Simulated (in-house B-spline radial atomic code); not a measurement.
# Te⁷⁺: density, ELF and screening along the radius

Aim: the shell structure of Te⁷⁺ in the radial density, the electron localisation function and the screened nuclear charge, under several settings.

Program: in-house B-spline radial atomic code version 1. Level of theory: several methods, spin-polarised, as named in each step; spherical all-electron atom at the radial basis limit. These are calculated values, not measurements, unless marked.

### 1 Starting point

| Quantity | Value |
| --- | --- |
| element | tellurium (Z = 52) |
| charge | +7 |
| electrons | 45 |
| configuration | [Kr] 4d9 |
| nucleus | point (non-relativistic runs) or finite (X2C runs) |

The outer shells:

[Kr] 4d9
```
[Kr] core
4d [↑↓][↑↓][↑↓][↑↓][↑ ]
```

Where spins are not typed, each open shell is filled with up spins first.

### 2 LDA (VWN5), non-rel.

Settings of the run:

```ini
Z = 52
electrons = 45.0
configuration = [Kr] 4d9
hamiltonian = nr
method = lda,vwn
spin_polarised = True
```

Command:

```
python run_scf.py task.json out
```

The settings of every run stand in task.json; they run in order.

From the run's result record (rounded, not every field):

```text
{
  "status": "converged",
  "scf [iteration, energy, orbital gradient]": [
    [1, -6570.34286301, 1.15],
    [2, -6586.1638259, 0.732],
    [3, -6595.42692576, 0.177],
    [4, -6595.95734086, 0.0405],
    [5, -6595.97421422, 0.022],
    [6, -6595.98259258, 0.0033],
    [7, -6595.98263826, 0.000183],
    [8, -6595.98263884, 5.16e-06],
    [9, -6595.98263885, 9.96e-08]
  ],
  "energy [hartree]": {"total": -6595.98263884, "kinetic": 6592.59795153, "nuclear": -15509.1606307, "coulomb": 2483.03019285, "xc": -162.450152516},
  "orbitals [hartree, bohr; first row names the columns]": [
    ["name", "occ", "eps", "<r>", "<r^2>", "<1/r>", "r_max", "density_at_nucleus", "spin_orbit_zeta"],
    ["1s up", 1.0, -1119.5264, 0.029263, 0.0011452, 51.429, 0.019381, 43776.0, "-"],
    ["1s down", 1.0, -1119.5259, 0.029263, 0.0011452, 51.429, 0.019381, 43776.0, "-"],
    ["2s up", 1.0, -170.69667, 0.12611, 0.018672, 11.786, 0.10715, 4584.5, "-"],
    ["2s down", 1.0, -170.6838, 0.12611, 0.018672, 11.786, 0.10715, 4584.7, "-"],
    ["2p up", 3.0, -160.48633, 0.1074, 0.014021, 11.803, 0.083728, "-", 6.1136],
    ["2p down", 3.0, -160.47625, 0.1074, 0.01402, 11.803, 0.083725, "-", 6.114],
    ["3s up", 1.0, -36.767216, 0.33616, 0.12893, 4.2814, 0.30591, 894.84, "-"],
    ["3s down", 1.0, -36.758512, 0.33611, 0.1289, 4.2818, 0.30591, 894.97, "-"],
    ["3p up", 3.0, -32.492606, 0.32651, 0.12347, 4.2098, 0.29222, "-", 1.1295],
    ["3p down", 3.0, -32.483443, 0.32647, 0.12342, 4.2102, 0.29223, "-", 1.1296],
    ["3d up", 5.0, -24.526781, 0.29694, 0.10429, 4.0783, 0.23813, "-", 0.15573],
    ["3d down", 5.0, -24.514945, 0.29691, 0.10426, 4.0784, 0.23816, "-", 0.15573],
    ["4s up", 1.0, -9.0923226, 0.78657, 0.69793, 1.7562, 0.72504, 192.88, "-"],
    ["4s down", 1.0, -9.0553973, 0.78671, 0.69826, 1.756, 0.72489, 192.85, "-"],
    ["4p up", 3.0, -7.6029959, 0.82056, 0.76526, 1.659, 0.74491, "-", 0.22306],
    ["4p down", 3.0, -7.5664869, 0.82088, 0.76599, 1.6585, 0.74479, "-", 0.22294],
    ["4d up", 5.0, -5.0527201, 0.91676, 0.97318, 1.4379, 0.7943, "-", 0.023739],
    ["4d down", 4.0, -5.0178831, 0.91803, 0.97626, 1.4363, 0.79443, "-", 0.02369]
  ],
  "sum_r [bohr^k]": {"-1": 298.2531, "1": 21.3091, "2": 16.92591},
  "density_at_nucleus [bohr^-3]": 98896.15,
  "spin_density_at_nucleus [bohr^-3]": -0.38588,
  "mass_velocity [hartree]": -595.9972,
  "darwin [hartree]": 430.1632,
  "radius_at_0.001 [bohr]": 2.352,
  "radius_enclosing_fraction [bohr]": {"0.5": 0.3385, "0.9": 1.038, "0.99": 1.609},
  "slater [hartree]": {
    "F0(4p up,4p up)": 1.0947,
    "F2(4p up,4p up)": 0.57598,
    "F0(4p up,4p down)": 1.0945,
    "F2(4p up,4p down)": 0.57581,
    "F0(4p up,4d up)": 1.0337,
    "F2(4p up,4d up)": 0.53056,
    "G1(4p up,4d up)": 0.6757,
    "G3(4p up,4d up)": 0.42078,
    "F0(4p up,4d down)": 1.0329,
    "F2(4p up,4d down)": 0.52998,
    "F0(4p down,4p down)": 1.0943,
    "F2(4p down,4p down)": 0.57563,
    "F0(4p down,4d up)": 1.0335,
    "F2(4p down,4d up)": 0.53043,
    "F0(4p down,4d down)": 1.0328,
    "F2(4p down,4d down)": 0.52985,
    "G1(4p down,4d down)": 0.67484,
    "G3(4p down,4d down)": 0.42012,
    "F0(4d up,4d up)": 0.98236,
    "F2(4d up,4d up)": 0.5012,
    "F4(4d up,4d up)": 0.33411,
    "F0(4d up,4d down)": 0.98172,
    "F2(4d up,4d down)": 0.50075,
    "F4(4d up,4d down)": 0.33376,
    "F0(4d down,4d down)": 0.98108,
    "F2(4d down,4d down)": 0.50029,
    "F4(4d down,4d down)": 0.3334
  }
}
```

Wall time 0.36 s (1 thread, shared host).

radius_at_0.001 is where the density falls to 0.001 electrons per bohr³.

Fields along the radius, from the same record (one point in 2):

```
r (bohr)  4πr²n (1/bohr)        ELF  screened charge r·V (e)  reduced gradient s  4πr²(n↑−n↓)
 0.00386           12.40     0.9991                    50.86              0.4146     -0.00005
 0.00567           22.18     0.9986                    50.34              0.4403     -0.00009
 0.00832           36.31     0.9970                    49.60              0.4798   -0.0001408
  0.0122           52.49     0.9910                    48.57              0.5404   -0.0002007
  0.0179           63.95     0.9586                    47.17              0.6280   -0.0002160
  0.0264           63.51     0.7495                    45.30              0.7121      0.00009
  0.0387           57.52     0.3512                    42.88              0.5971     0.002481
  0.0568           66.46     0.4372                    39.74              0.3019      0.01668
  0.0835           84.45     0.7320                    35.80              0.3442      0.07739
   0.123           73.97     0.5652                    31.22              0.5054       0.2377
   0.180           62.08     0.3559                    26.21              0.2913       0.4003
   0.264           70.88     0.7284                    20.91              0.3159       0.2252
   0.388           40.15     0.5343                    16.25              0.6883      0.01272
   0.570           22.78     0.2947                    12.25              0.2371       0.7822
   0.837           24.30     0.7911                    8.899              0.4230        1.330
    1.23           8.622     0.5519                    7.319               1.079       0.5987
    1.81          0.8316    0.05892                    7.018               3.259      0.07011
    2.65         0.01650  0.0004820                    7.000               15.96     0.001437
```

### 3 PBE, non-rel.

Settings of the run:

```ini
Z = 52
electrons = 45.0
configuration = [Kr] 4d9
hamiltonian = nr
method = pbe,pbe
spin_polarised = True
```

Main fields:

```text
{
  "status": "converged",
  "iterations": 9,
  "energy [hartree]": {"total": -6601.20265555, "kinetic": 6598.91936355, "nuclear": -15516.0026532, "coulomb": 2483.61932994, "xc": -167.738695804},
  "orbitals [hartree, bohr; first row names the columns]": [
    ["name", "occ", "eps", "<r>"],
    ["1s up", 1.0, -1120.7269, 0.029239],
    ["1s down", 1.0, -1120.7268, 0.029239],
    ["2s up", 1.0, -170.83305, 0.12601],
    ["2s down", 1.0, -170.81984, 0.12601],
    ["2p up", 3.0, -160.53211, 0.10736],
    ["2p down", 3.0, -160.52229, 0.10736],
    ["3s up", 1.0, -36.802842, 0.33559],
    ["3s down", 1.0, -36.79681, 0.33555],
    ["3p up", 3.0, -32.500328, 0.32612],
    ["3p down", 3.0, -32.4934, 0.32608],
    ["3d up", 5.0, -24.513606, 0.29674],
    ["3d down", 5.0, -24.5027, 0.29672],
    ["4s up", 1.0, -9.1054979, 0.78638],
    ["4s down", 1.0, -9.0658346, 0.78647],
    ["4p up", 3.0, -7.6076225, 0.82048],
    ["4p down", 3.0, -7.5682951, 0.82076],
    ["4d up", 5.0, -5.0479713, 0.9166],
    ["4d down", 4.0, -5.0103192, 0.9179]
  ],
  "sum_r [bohr^k]": {"-1": 298.3847, "1": 21.30089, "2": 16.90726}
}
```

Wall time 0.16 s (1 thread, shared host).

Fields along the radius, from the same record (one point in 4):

```
r (bohr)  4πr²n (1/bohr)      ELF  screened charge r·V (e)  reduced gradient s  4πr²(n↑−n↓)
 0.00386           12.42   0.9991                    50.86              0.4146     -0.00005
 0.00832           36.38   0.9970                    49.60              0.4799   -0.0001414
  0.0179           64.01   0.9586                    47.17              0.6283   -0.0002110
  0.0387           57.49   0.3505                    42.88              0.5973     0.002494
  0.0835           84.52   0.7326                    35.80              0.3442      0.07687
   0.180           62.02   0.3552                    26.21              0.2905       0.3988
   0.388           40.11   0.5348                    16.25              0.6914     0.009809
   0.837           24.41   0.7922                    8.893              0.4221        1.337
    1.81          0.8254  0.05817                    7.018               3.249      0.06904
```

### 4 Hartree-Fock, non-rel.

Settings of the run:

```ini
Z = 52
electrons = 45.0
configuration = [Kr] 4d9
hamiltonian = nr
method = hf
spin_polarised = True
```

Main fields:

```text
{
  "status": "converged",
  "iterations": 10,
  "energy [hartree]": {"total": -6599.50270739, "kinetic": 6599.50272508, "nuclear": -15516.3324483, "coulomb": 2482.93200352, "exact_exchange": -165.604987727},
  "orbitals [hartree, bohr; first row names the columns]": [
    ["name", "occ", "eps", "<r>"],
    ["1s up", 1.0, -1134.5922, 0.029236],
    ["1s down", 1.0, -1134.5919, 0.029236],
    ["2s up", 1.0, -176.41839, 0.12585],
    ["2s down", 1.0, -176.39236, 0.12584],
    ["2p up", 3.0, -165.40277, 0.10743],
    ["2p down", 3.0, -165.37765, 0.10742],
    ["3s up", 1.0, -39.363935, 0.3338],
    ["3s down", 1.0, -39.352268, 0.3337],
    ["3p up", 3.0, -34.699084, 0.32483],
    ["3p down", 3.0, -34.685233, 0.32472],
    ["3d up", 5.0, -26.14286, 0.29572],
    ["3d down", 5.0, -26.112218, 0.29616],
    ["4s up", 1.0, -10.150856, 0.78786],
    ["4s down", 1.0, -10.044182, 0.78789],
    ["4p up", 3.0, -8.451227, 0.82207],
    ["4p down", 3.0, -8.3222558, 0.82275],
    ["4d up", 5.0, -5.4919328, 0.91684],
    ["4d down", 4.0, -5.4299593, 0.91901]
  ],
  "sum_r [bohr^k]": {"-1": 298.391, "1": 21.30075, "2": 16.89152}
}
```

Wall time 0.26 s (1 thread, shared host).

Fields along the radius, from the same record (one point in 4):

```
r (bohr)  4πr²n (1/bohr)      ELF  screened charge r·V (e)  reduced gradient s  4πr²(n↑−n↓)
 0.00386           12.42   0.9991                    50.86              0.4143     -0.00009
 0.00832           36.39   0.9970                    49.60              0.4796   -0.0002480
  0.0180           64.13   0.9579                    47.15              0.6298   -0.0003822
  0.0387           57.44   0.3493                    42.88              0.5979     0.002249
  0.0835           84.58   0.7340                    35.80              0.3440      0.07707
   0.180           61.94   0.3532                    26.21              0.2891       0.4056
   0.388           40.06   0.5365                    16.25              0.6971    0.0004061
   0.838           24.46   0.7944                    8.886              0.4206        1.362
    1.81          0.8057  0.05637                    7.017               3.332      0.06273
```

### 5 LDA (PW92), non-rel.

Settings of the run:

```ini
Z = 52
electrons = 45.0
configuration = [Kr] 4d9
hamiltonian = nr
method = lda,pw
spin_polarised = True
```

Main fields:

```text
{
  "status": "converged",
  "iterations": 9,
  "energy [hartree]": {"total": -6595.96238054, "kinetic": 6592.59720267, "nuclear": -15509.1550873, "coulomb": 2483.02521574, "xc": -162.429711644},
  "orbitals [hartree, bohr; first row names the columns]": [
    ["name", "occ", "eps", "<r>"],
    ["1s up", 1.0, -1119.5262, 0.029263],
    ["1s down", 1.0, -1119.5258, 0.029263],
    ["2s up", 1.0, -170.69641, 0.12611],
    ["2s down", 1.0, -170.68353, 0.12611],
    ["2p up", 3.0, -160.48608, 0.1074],
    ["2p down", 3.0, -160.476, 0.1074],
    ["3s up", 1.0, -36.76685, 0.33616],
    ["3s down", 1.0, -36.758143, 0.33611],
    ["3p up", 3.0, -32.492243, 0.32651],
    ["3p down", 3.0, -32.483079, 0.32647],
    ["3d up", 5.0, -24.526427, 0.29694],
    ["3d down", 5.0, -24.514588, 0.29691],
    ["4s up", 1.0, -9.0918967, 0.78657],
    ["4s down", 1.0, -9.0549872, 0.78672],
    ["4p up", 3.0, -7.6025725, 0.82056],
    ["4p down", 3.0, -7.5660836, 0.82088],
    ["4d up", 5.0, -5.052309, 0.91677],
    ["4d down", 4.0, -5.0175056, 0.91805]
  ],
  "sum_r [bohr^k]": {"-1": 298.253, "1": 21.30925, "2": 16.92629}
}
```

Run time: 0.14 s. Hardware: 1 thread, shared host.

The record's radial tables, every 4th point:

```
r (bohr)  4πr²n (1/bohr)      ELF  screened charge r·V (e)  reduced gradient s  4πr²(n↑−n↓)
 0.00386           12.40   0.9991                    50.86              0.4146     -0.00005
 0.00832           36.31   0.9970                    49.60              0.4798   -0.0001403
  0.0179           63.95   0.9586                    47.17              0.6280   -0.0002150
  0.0387           57.52   0.3512                    42.88              0.5971     0.002485
  0.0835           84.45   0.7320                    35.80              0.3442      0.07740
   0.180           62.08   0.3559                    26.21              0.2913       0.4003
   0.388           40.15   0.5343                    16.25              0.6883      0.01272
   0.837           24.30   0.7911                    8.899              0.4230        1.330
    1.81          0.8317  0.05893                    7.018               3.259      0.07008
```

### 6 LDA (VWN5), X2C

Settings of the run:

```ini
Z = 52
electrons = 45.0
configuration = [Kr] 4d9
hamiltonian = x2c
method = lda,vwn
spin_polarised = True
nucleus = fermi
rms_radius = 4.7423
mass_number = 130
atomic_mass = 129.906222745
speed_of_light = 137.035999084
```

Main fields:

```text
{
  "status": "converged",
  "iterations": 9,
  "energy [hartree]": {"total": -6774.66646793, "kinetic": 7163.80388593, "nuclear": -16301.6613547, "coulomb": 2531.23778749, "xc": -168.046786694},
  "orbitals [hartree, bohr; first row names the columns]": [
    ["name", "occ", "eps", "<r>"],
    ["1s up", 1.0, -1162.3759, 0.027239],
    ["1s down", 1.0, -1162.3756, 0.027239],
    ["2s up", 1.0, -181.44086, 0.11944],
    ["2s down", 1.0, -181.42859, 0.11944],
    ["2p up", 3.0, -163.48947, 0.1045],
    ["2p down", 3.0, -163.47964, 0.1045],
    ["3s up", 1.0, -39.026376, 0.32231],
    ["3s down", 1.0, -39.018052, 0.32228],
    ["3p up", 3.0, -33.173631, 0.32017],
    ["3p down", 3.0, -33.164686, 0.32013],
    ["3d up", 5.0, -24.23839, 0.29677],
    ["3d down", 5.0, -24.226665, 0.29674],
    ["4s up", 1.0, -9.5838782, 0.75795],
    ["4s down", 1.0, -9.5472005, 0.75796],
    ["4p up", 3.0, -7.7401338, 0.80836],
    ["4p down", 3.0, -7.7036524, 0.80858],
    ["4d up", 5.0, -5.008225, 0.92151],
    ["4d down", 4.0, -4.9733629, 0.92275]
  ],
  "sum_r [bohr^k]": {"-1": 319.5153, "1": 21.11867, "2": 16.73743}
}
```

It took 0.23 s on 1 thread, shared host.

Fields along the radius, from the same record (one point in 4):

```
r (bohr)  4πr²n (1/bohr)      ELF  screened charge r·V (e)  reduced gradient s  4πr²(n↑−n↓)
 0.00386           19.48   0.9992                    50.79              0.6118     -0.00009
 0.00833           46.28   0.9965                    49.47              0.5767   -0.0002092
  0.0180           67.96   0.9390                    46.98              0.6872   -0.0002634
  0.0388           58.14   0.3207                    42.67              0.5535     0.002667
  0.0837           86.67   0.7510                    35.56              0.3721      0.08048
   0.181           62.32   0.3696                    25.97              0.2618       0.3981
   0.390           38.56   0.4912                    16.09              0.7013      0.01482
   0.841           23.87   0.7848                    8.836              0.4415        1.319
    1.81          0.8375  0.05693                    7.019               3.211      0.07325
```

### 7 The runs side by side

| run | total energy (hartree) | highest level (eV) | radius holding 50 / 90 / 99 % (bohr) | radius at n = 0.001 (bohr) | ELF minima on the full grid (bohr) |
| --- | --- | --- | --- | --- | --- |
| LDA (VWN5), non-rel. | -6595.9826 | -136.54 | 0.339 / 1.04 / 1.61 | 2.35 | 0.047, 0.18, 0.47 |
| PBE, non-rel. | -6601.2027 | -136.34 | 0.338 / 1.04 / 1.61 | 2.35 | 0.047, 0.18, 0.47 |
| Hartree-Fock, non-rel. | -6599.5027 | -147.76 | 0.338 / 1.04 / 1.60 | 2.34 | 0.047, 0.18, 0.47 |
| LDA (PW92), non-rel. | -6595.9624 | -136.53 | 0.339 / 1.04 / 1.61 | 2.35 | 0.047, 0.18, 0.47 |
| LDA (VWN5), X2C | -6774.6665 | -135.33 | 0.334 / 1.03 / 1.61 | 2.36 | 0.039, 0.15, 0.47 |

What this shows: In the first run ELF has 3 minima on the grid, which mark the borders between shells. On the record's full grid the screened charge (r times the electrostatic potential) falls from 51.9 near the nucleus to 7.00 at 3.2 bohr; far out it tends to the net charge, 7. The grid is coarse (about 21 % a step), so the places of minima are rough. For X2C runs ELF uses the non-relativistic kinetic energy density, and the fields carry no picture-change correction.

Members of this set that are not shown: 3 used exact exchange with fractional occupations of an open shell, which is unsound here.
